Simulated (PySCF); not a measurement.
# C4H11AsGe: the cost of one run

Programs: PySCF 2.14.0, with routines of our own; each step states its level. All values are computed. Atoms count from 0.

### Step 1. The starting structure

17 atoms, charge 0, multiplicity 1; geometry from: GFN2-xTB.

### Step 2. Magnetic properties: GIAO BHandHLYP/pcSseg-1

Job settings and geometry (Å):

```
{"job": {"kind": "mag", "xc": "BHandHLYP", "basis": "pcSseg-1", "isotopologues": 2}, "charge": 0, "multiplicity": 1}
C     -2.115503     0.585454     0.575189
C     -1.072643    -0.075764    -0.312056
C      0.056810     0.861035    -0.767919
Ge     1.335694    -0.681134    -0.680408
As     3.533901    -0.545063     0.333187
C     -0.284780    -1.205497     0.370462
H     -2.613749     1.393225     0.041993
H     -1.647753     0.997828     1.467926
H     -2.866372    -0.139301     0.884533
H     -1.566939    -0.481779    -1.199718
H      0.276344     1.601671     0.002349
H     -0.145021     1.389221    -1.696894
H      1.344966    -1.429017    -2.023025
H      3.739112     0.820323    -0.259104
H      2.913491     0.098388     1.539429
H     -0.742018    -2.188556     0.282140
H     -0.152539    -0.989005     1.432006
```

With the program's defaults for keys left out, this is: GIAO BHandHLYP/pcSseg-1 magnetisability, rotational g tensor and spin-rotation constants, non-relativistic, gas phase.

On the command line:

```bash
OMP_NUM_THREADS=1 python excited_run.py task.json out
```

The driver reads the jobs from task.json and runs them one after another.

Q: Estimate the wall time and peak memory of this first job on 1 thread of Arm Neoverse V1, shared host.

About 46 s, with a peak of 1.1 GiB.
